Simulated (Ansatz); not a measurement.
This script drives Ansatz 0.2.0, Python API.

`field_ch4clfsn.py`:
```python
'''Response of CH4ClFSn to a pair of distant point charges.'''

from dataclasses import dataclass

import ansatz as az
import numpy as np


@dataclass(frozen=True)
class Options:
    basis_set: str = 'def2-SVPD'
    functional: str = 'pbe0'
    vdw: str = 'd3bj'


settings = Options()

ch4clfsn = (
    az.Crystal.molecule()
    .atom('F', (-0.1445, 1.9308, -0.4435))
    .atom('C', (0.096, 1.0328, 0.5129))
    .atom('Sn', (0.0098, -0.9222, -0.3667))
    .atom('Cl', (-2.0343, -1.3181, -1.2248))
    .atom('H', (-0.6469, 1.093, 1.3122))
    .atom('H', (1.1121, 1.2449, 0.9222))
    .atom('H', (0.4387, -2.1119, 0.8804))
    .atom('H', (1.2614, -1.0064, -1.6485))
)

calculation = (
    ch4clfsn.calculation()
    .basis(gaussian=settings.basis_set)
    .functional(settings.functional, dispersion=settings.vdw)
    .forces()
)
# charges +q and -q at -R and +R make a nearly even field 2 k q / R^2 at the centre
centre = np.mean([site.position_ang for site in ch4clfsn.cartesian_sites], axis=0)
field = 2 * 14.399645 * 3.0 / 30.0 ** 2


def dipole(axis, sign):
    arm = 30.0 * np.eye(3)[axis]
    pair = [{'charge': sign * 3.0, 'position_ang': (centre - arm).tolist()}, {'charge': -sign * 3.0, 'position_ang': (centre + arm).tolist()}]
    deck = calculation.input().set(az.key.basis.gaussian.point_charges, pair)
    return np.array(az.Session.from_dict(deck).plan().execute().report['charge_distribution']['dipole_moment_e_ang'])


print(f'field {field:.4f} V/A')
alpha = np.array([(dipole(axis, 1) - dipole(axis, -1)) / (2 * field) * 14.399645 for axis in range(3)])
print('polarisability tensor (A^3)')
print(np.array2string(alpha, precision=3, suppress_small=True))
print(f'mean {np.trace(alpha) / 3:.3f} A^3 = {np.trace(alpha) / 3 / 0.14818471:.2f} bohr^3')
```

It is started by `python field_ch4clfsn.py`. How long does it take on 1 thread of Intel(R) Xeon(R) Platinum 8488C (Sapphire Rapids) (shared host), and how much memory does it need?

It took about 36 s, with a peak of 0.4 GiB, for 6 runs of the engine.

```console
$ python field_ch4clfsn.py
field 0.0960 V/A
polarisability tensor (A^3)
[[10.553  0.38   0.616]
 [ 0.363 10.419  0.539]
 [ 0.599  0.557  9.652]]
mean 10.208 A^3 = 68.89 bohr^3
```

The geometry is a force-field or estimated start, not a minimum of this method, and the basis set is short of its limit. The field of two point charges is only nearly even. def2 sets replace the cores of elements past krypton by effective core potentials.

(Lines on the test bed's own set-up are left out of the output.)
